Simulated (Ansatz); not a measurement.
# C3H11BO: small, medium and large basis sets

Aim: see how fast density functionals converge with the basis set for C3H11BO.

Method: one geometry, several basis sets; program: Ansatz 0.2.0, Gaussian basis.

Levels to be run: PBE0-D4/def2-SVP; ωB97M-V/def2-SVP; PBE0-D4/def2-QZVPP; ωB97M-V/def2-QZVPP; the functionals' def2-TZVPP values are taken from earlier runs.

**1. The relaxed structure**

An earlier PBE0-D4 in a triple-zeta def2 set relaxation fixed the geometry.

SMILES `C[B-](C)(C)[OH2+]`, 16 atoms, charge 0, spin multiplicity 1.

Atoms are counted from 1 here; the program's logs count them from 0.

Bond lengths: C1–B2 1.602 Å, C1–H6 1.096 Å, C1–H7 1.097 Å, C1–H8 1.097 Å, B2–C3 1.595 Å, B2–C4 1.596 Å, B2–O5 1.828 Å, C3–H9 1.094 Å, C3–H10 1.097 Å, C3–H11 1.096 Å, C4–H12 1.097 Å, C4–H13 1.094 Å, C4–H14 1.096 Å, O5–H15 0.964 Å, O5–H16 0.964 Å. Angles: B2–C1–H6 108.8°, B2–C1–H7 113.9°, B2–C1–H8 114.0°, H6–C1–H7 105.8°, H6–C1–H8 105.8°, H7–C1–H8 107.9°, C1–B2–C3 116.3°, C1–B2–C4 116.3°, C1–B2–O5 101.9°, C3–B2–C4 117.0°, C3–B2–O5 100.5°, C4–B2–O5 100.3°, B2–C3–H9 113.2°, B2–C3–H10 113.9°, B2–C3–H11 108.9°, H9–C3–H10 108.0°, H9–C3–H11 106.7°, H10–C3–H11 105.8° and more.

Coordinates:

```xyz
16

C    -1.1630    0.2810   -0.9999
B     0.0849   -0.0453   -0.0501
C     1.3760    0.8723   -0.2393
C     0.3339   -1.5855    0.2848
O    -0.5109    0.5499    1.5726
H    -0.9223   -0.0366   -2.0211
H    -1.4031    1.3495   -1.0684
H    -2.0817   -0.2543   -0.7287
H     2.1274    0.7246    0.5425
H     1.1536    1.9452   -0.2962
H     1.8571    0.6162   -1.1903
H    -0.5747   -2.1316    0.5686
H     1.0803   -1.7406    1.0702
H     0.7143   -2.0866   -0.6127
H    -1.3140    0.0523    1.7659
H    -0.7808    1.4670    1.4464
```

**2. PBE0-D4 in def2-SVP**

in.yaml reads:

```yaml
crystal:
  periodic: [false, false, false]
  atoms:
    - {symbol: C, position_ang: [-1.163014, 0.280974, -0.999889]}
    - {symbol: B, position_ang: [0.084903, -0.045316, -0.050055]}
    - {symbol: C, position_ang: [1.376009, 0.872292, -0.239343]}
    - {symbol: C, position_ang: [0.333947, -1.585537, 0.284837]}
    - {symbol: O, position_ang: [-0.510931, 0.549890, 1.572640]}
    - {symbol: H, position_ang: [-0.922284, -0.036582, -2.021075]}
    - {symbol: H, position_ang: [-1.403136, 1.349545, -1.068420]}
    - {symbol: H, position_ang: [-2.081658, -0.254319, -0.728748]}
    - {symbol: H, position_ang: [2.127416, 0.724573, 0.542471]}
    - {symbol: H, position_ang: [1.153582, 1.945177, -0.296249]}
    - {symbol: H, position_ang: [1.857108, 0.616229, -1.190342]}
    - {symbol: H, position_ang: [-0.574711, -2.131572, 0.568561]}
    - {symbol: H, position_ang: [1.080307, -1.740585, 1.070194]}
    - {symbol: H, position_ang: [0.714275, -2.086632, -0.612667]}
    - {symbol: H, position_ang: [-1.313965, 0.052272, 1.765944]}
    - {symbol: H, position_ang: [-0.780848, 1.466990, 1.446442]}
basis:
  gaussian: {orbitals: def2-SVP}
hamiltonian: {xc: pbe0, dispersion: d4}
output: {orbitals: {seedname: orbitals}}
```

On the command line:

```sh
$ ansatz run in.yaml --threads 4 --pin off --events-out ev --progress --plain --max-ram 10444MiB
```

After this run come: ωB97M-V in def2-SVP; PBE0-D4 in def2-QZVPP; ωB97M-V in def2-QZVPP.

Q: Predict the results of all the runs planned. Wanted: PBE0-D4: double and triple zeta above quadruple; ωB97M-V: double and triple zeta above quadruple.

**Answer**, as computed:

| quantity | value |
| --- | --- |
| PBE0-D4: double and triple zeta above quadruple | 7.17, 0.35 eV |
| ωB97M-V: double and triple zeta above quadruple | 7.53, 0.34 eV |

For PBE0-D4 the step from double to triple zeta gains 6.81 eV and the next only 0.35 eV. These are total energies; as a rule much of such shifts cancels in differences, which this series doesn't test. The LUMO of ωB97M-V is positive and keeps falling with the basis (2.17 to 0.90 eV): an unbound level that the basis holds in place.
